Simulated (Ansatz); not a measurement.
# CHBrN: the cost of one run

Program: Ansatz 0.2.0. Level of theory: the levels named in each step. These are calculated values, not measurements.

### 1 The starting structure

Bond lengths: C1–N2 1.137 Å, C1–H4 1.059 Å. Angles: N2–C1–H4 180.0°.

As a file:

```xyz
4

C    -0.0890    1.2111   -2.2620
N    -0.5232    0.6610   -3.1574
Br    0.1011   -0.3196    0.9115
H     0.3152    1.7232   -1.4283
```

### 2 A rough first relaxation, PBE-D4/def2-SVP

This run stands in another session on the same molecule. It ended at:

```xyz
4

C    -0.0292    1.2243   -2.0404
N    -0.5193    0.3171   -2.6018
Br   -0.0712   -0.3706    0.2932
H     0.4239    2.1048   -1.5871
```

### 3 Relaxation, PBE0-D4/def2-TZVPP

This run stands in another session on the same molecule. It ended at:

```xyz
4

C     0.0908    1.5837   -2.1184
N    -0.0694    0.7108   -1.3971
Br   -0.4577   -1.4180    0.3717
H     0.2404    2.3992   -2.7924
```

### 4 Frequencies, PBE0-D4/def2-TZVPP

The input, input.yaml:

```yaml
crystal:
  periodic: [false, false, false]
  atoms:
    - { symbol: C, position_ang: [0.09078889, 1.58365507, -2.11840035] }
    - { symbol: "N", position_ang: [-0.06939476, 0.7107996, -1.397061] }
    - { symbol: Br, position_ang: [-0.45772176, -1.41801315, 0.3717221] }
    - { symbol: H, position_ang: [0.24044764, 2.39920849, -2.79242075] }
magnetization:
  spin_polarized: true
  initial_magnetization: 1
basis:
  gaussian: { orbitals: def2-TZVPP }
hamiltonian:
  xc: pbe0
  dispersion: d4
phonons: {}
```

Run with:

```bash
$ ansatz run input.yaml --threads 2 --pin off --max-ram 5120MiB --backend cpu --events-out ev --progress --plain --runs-dir out
```

What time and memory should one allow on 2 threads of Intel Xeon at 2.50GHz (Skylake/Cascade Lake), shared host?

About 70 s, with a peak of 0.27 GiB.
